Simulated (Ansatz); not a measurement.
# Si (Fd-3m): equation of state with a fit in Python

Where is the equilibrium volume of Si (Fd-3m), and how stiff is it? Wanted for Si (Fd-3m): an equation of state with a fit.

The COD entry's cell or inner coordinates are ideal or old and differ from later refinements, so a difference from it is no clean test against experiment.

Computed with the Python package of Ansatz 0.2.0. Level of theory: DFT PBE, plane waves, PAW.

**1. The system**

Symmetry: Fd-3m, No. 227, cubic system. The conventional cell has a = 5.427 Å, b = 5.427 Å, c = 5.427 Å, α = 90.00°, β = 90.00°, γ = 90.00°. Si (site symmetry -43m) has 4 Si at 2.35 Å as nearest neighbours.

The script holds or builds the structure itself.

**2. Script**

The input, si_eos.py:

```python
# -*- coding: utf-8 -*-
'''Energy against volume for Si, with a fit.'''

import warnings

import ansatz as az
import numpy as np
from pymatgen.analysis.eos import EOS

VECTORS = np.array([
    [0.0, 2.71356, 2.71356],
    [2.71356, 0.0, 2.71356],
    [2.71356, 2.71356, 0.0],
])
SITES = [
    ('Si', (0.75, 0.75, 0.75)),
    ('Si', (0.5, 0.5, 0.5)),
]


def make_crystal(cell):
    crystal = az.Crystal(lattice=az.Lattice.of(cell))
    for symbol, position in SITES:
        crystal = crystal.atom(symbol, position)
    return crystal


def main():
    warnings.simplefilter('ignore', az.DeckWarning)

    # scale the volume, keep shape and fractions
    volumes, energies = [], []
    for scale in np.linspace(0.95, 1.07, 5):
        cell = VECTORS * scale ** (1 / 3)
        base = make_crystal(cell).calculation()
        base = base.occupations(az.OccupationsMethod.FIXED)
        base = base.functional(az.Functional.PBE).basis(500)
        base = base.kpoints(8, 8, 8)
        rep = base.run(threads=1, pin='off').report
        volumes.append(abs(np.linalg.det(cell)) / len(SITES))
        energies.append(rep['free_energy_ev'] / len(SITES))
        print(f'V = {volumes[-1]:8.4f} A^3/atom  F = {energies[-1]:.5f} eV/atom')

    for form in ['birch_murnaghan', 'pourier_tarantola']:
        fit = EOS(eos_name=form).fit(volumes, energies)
        print(f'{form:18s} V0 {fit.v0:8.4f} A^3/atom  B0 {fit.b0_GPa:7.1f} GPa  B1 {fit.b1:5.2f}')


if __name__ == '__main__':
    main()
```

**3. The input behind the calls**

The engine receives this input (first run):

```yaml
crystal:
  lattice:
    - [0.0, 2.667558570810194, 2.667558570810194]
    - [2.667558570810194, 0.0, 2.667558570810194]
    - [2.667558570810194, 2.667558570810194, 0.0]
  atoms:
    - { symbol: Si, position: [0.75, 0.75, 0.75] }
    - { symbol: Si, position: [0.5, 0.5, 0.5] }
basis:
  ecutwfc: 500.0
kpoints:
  mp_grid:
    grid: [8, 8, 8]
hamiltonian:
  xc: pbe
scf:
  occupations:
    method: fixed
```

**4. Running it**

Run with:

```
$ python si_eos.py
```

**Question.** Estimate the equilibrium volume and the bulk modulus.

The runs gave:

| quantity | value |
| --- | --- |
| runs compared | 5 |
| range of energy | 32.77 meV/atom |
| lowest point, volume (Å³/atom) | 20.181 |
| equilibrium volume (fit) | 20.46 Å³/atom |
| bulk modulus (fit) | 89 GPa |

What this shows: A third-order Birch-Murnaghan fit through the 5 points has its minimum at 20.46 Å³ an atom, 2.4 % above the typed cell, with a bulk modulus of 89 GPa and dB/dP = 4.3. From that minimum the energy rises by 33.9 meV an atom on the compressed side and 10.6 meV on the expanded side. What to keep in mind:
- For a gap this small the mesh is coarse, and bands can meet between its points.
- Of the deposited cell: the entry's cell lengths or inner coordinates differ somewhat from later room-temperature determinations.
